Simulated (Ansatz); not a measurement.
# C6H15ClO3Zr: up Jacob's ladder to CCSD(T)

One table from this session's results is given with a row withheld; the runs are named, their logs left out.

Program: Ansatz 0.2.0, Gaussian basis. Level of theory: functionals in def2-TZVPP, the program's frozen cores in correlated methods. These are calculated values, not measurements.

Levels to be run: LDA (SPW92), PBE-D4, revPBE-D4, BLYP-D4, r2SCAN-D4, B97M-V, PBE0-D4, B3LYP-D4, r2SCANh-D4, r2SCAN0-D4, HSE06-D4, BHLYP-D4, CAM-B3LYP-D4, LC-ωPBE, ωB97X-V, ωB97M-V, B2PLYP, PBE-QIDH; CCSD(T)/def2-SVP; CCSD(T)/def2-TZVPP; MP2/def2-QZVPP; extrapolation to the limit; RPA on PBE.

## The relaxed structure

An earlier PBE0-D4 in a triple-zeta def2 set relaxation fixed the geometry. Zr takes the def2 core potential; no spin-orbit term is included.

SMILES `CC[O][Zr]([Cl])([O]CC)[O]CC`, 26 atoms, charge 0, spin multiplicity 1.

Atoms are counted from 1 here; the program's logs count them from 0.

Bond lengths: C1–C2 1.513 Å, C1–H12 1.092 Å, C1–H13 1.093 Å, C1–H14 1.093 Å, C2–O3 1.394 Å, C2–H15 1.097 Å, C2–H16 1.097 Å, O3–Zr4 1.911 Å, Zr4–Cl5 2.393 Å, Zr4–O6 1.909 Å, Zr4–O9 1.908 Å, O6–C7 1.394 Å, C7–C8 1.513 Å, C7–H17 1.097 Å, C7–H18 1.097 Å, C8–H19 1.093 Å, C8–H20 1.092 Å, C8–H21 1.093 Å and more. Angles: C2–C1–H12 110.6°, C2–C1–H13 110.7°, C2–C1–H14 110.5°, H12–C1–H13 108.3°, H12–C1–H14 108.4°, H13–C1–H14 108.3°, C1–C2–O3 111.6°, C1–C2–H15 110.2°, C1–C2–H16 110.2°, O3–C2–H15 108.6°, O3–C2–H16 109.0°, H15–C2–H16 107.1°, C2–O3–Zr4 168.9°, O3–Zr4–Cl5 109.8°, O3–Zr4–O6 109.3°, O3–Zr4–O9 109.8°, Cl5–Zr4–O6 109.4°, Cl5–Zr4–O9 109.5° and more.

The first run:

File in.yaml:

```yaml
crystal:
  periodic: [false, false, false]
  atoms:
    - {symbol: C, position_ang: [-1.720549, 0.217971, 3.435336]}
    - {symbol: C, position_ang: [-2.128411, -0.855547, 2.450689]}
    - {symbol: O, position_ang: [-1.140863, -1.072994, 1.490671]}
    - {symbol: Zr, position_ang: [0.331650, -1.036009, 0.272812]}
    - {symbol: Cl, position_ang: [1.521745, -3.110088, 0.374784]}
    - {symbol: O, position_ang: [1.505505, 0.394031, 0.744779]}
    - {symbol: C, position_ang: [2.251278, 1.565410, 0.870958]}
    - {symbol: C, position_ang: [2.264209, 2.357850, -0.417513]}
    - {symbol: O, position_ang: [-0.306893, -0.756496, -1.503150]}
    - {symbol: C, position_ang: [-0.797861, -0.530343, -2.788971]}
    - {symbol: C, position_ang: [-0.387779, -1.638462, -3.732733]}
    - {symbol: H, position_ang: [-0.802506, -0.065722, 3.954721]}
    - {symbol: H, position_ang: [-1.545710, 1.166230, 2.921519]}
    - {symbol: H, position_ang: [-2.504933, 0.370558, 4.180955]}
    - {symbol: H, position_ang: [-2.318415, -1.798967, 2.976613]}
    - {symbol: H, position_ang: [-3.060684, -0.573136, 1.945860]}
    - {symbol: H, position_ang: [3.274384, 1.298978, 1.162248]}
    - {symbol: H, position_ang: [1.830034, 2.169499, 1.684279]}
    - {symbol: H, position_ang: [1.249283, 2.641366, -0.706096]}
    - {symbol: H, position_ang: [2.699534, 1.767615, -1.226993]}
    - {symbol: H, position_ang: [2.855493, 3.269410, -0.299817]}
    - {symbol: H, position_ang: [-1.891467, -0.454544, -2.745470]}
    - {symbol: H, position_ang: [-0.418785, 0.434229, -3.149406]}
    - {symbol: H, position_ang: [-0.773477, -2.599823, -3.387282]}
    - {symbol: H, position_ang: [-0.779107, -1.448233, -4.735328]}
    - {symbol: H, position_ang: [0.700227, -1.708885, -3.793470]}
basis:
  gaussian: {orbitals: def2-TZVPP}
hamiltonian: {xc: lda}
output: {orbitals: {seedname: orbitals}}
```

On the command line:

```sh
> ansatz run in.yaml --threads 11 --pin off --events-out ev --progress --plain --max-ram 120832MiB --backend cuda --devices 0, --max-vram 75GiB
```

Steps of the session up to this table: LDA; PBE-D4 (GGA); revPBE-D4 (GGA); BLYP-D4 (GGA); r2SCAN-D4 (meta-GGA); B97M-V (meta-GGA); B3LYP-D4 (hybrid); r2SCANh-D4 (hybrid); r2SCAN0-D4 (hybrid); HSE06-D4 (hybrid); BHLYP-D4 (hybrid); CAM-B3LYP-D4 (range-separated); LC-ωPBE (range-separated); ωB97X-V (range-separated); ωB97M-V (range-separated); B2PLYP (double hybrid); PBE-QIDH (double hybrid).

One table of the session follows, with a row left open; its other results are not shown here.

It belongs to the step «Frontier levels by functional». 

```
  functional  HOMO (eV)  gap (eV)
 LDA (SPW92)      -6.58      5.58
      PBE-D4      -6.42      5.64
   revPBE-D4      -6.36      5.66
     BLYP-D4      -6.33      5.66
   r2SCAN-D4      -6.74      6.17
      B97M-V      -6.87      6.20
     PBE0-D4      -7.92      7.92
    B3LYP-D4      -7.69      7.45
  r2SCANh-D4      -7.30      7.04
  r2SCAN0-D4      -8.15      8.37
    HSE06-D4      -7.52      7.16
    BHLYP-D4          ?         ?
CAM-B3LYP-D4      -9.35     10.03
     LC-ωPBE     -10.66     12.43
     ωB97X-V     -10.35     11.89
     ωB97M-V     -10.28     11.31
```

**Question.** Estimate the row for BHLYP-D4.

Worked estimate for «HOMO (eV)». Against the share of exact exchange, BLYP-D4 (0, -6.33), B3LYP-D4 (0.2, -7.69) give a slope of -6.80 per unit share; at 0.5 the line stands at -9.73.

The run gave: HOMO (eV): -9.37; gap (eV): 9.92. In «HOMO (eV)» the line misses by -0.36.
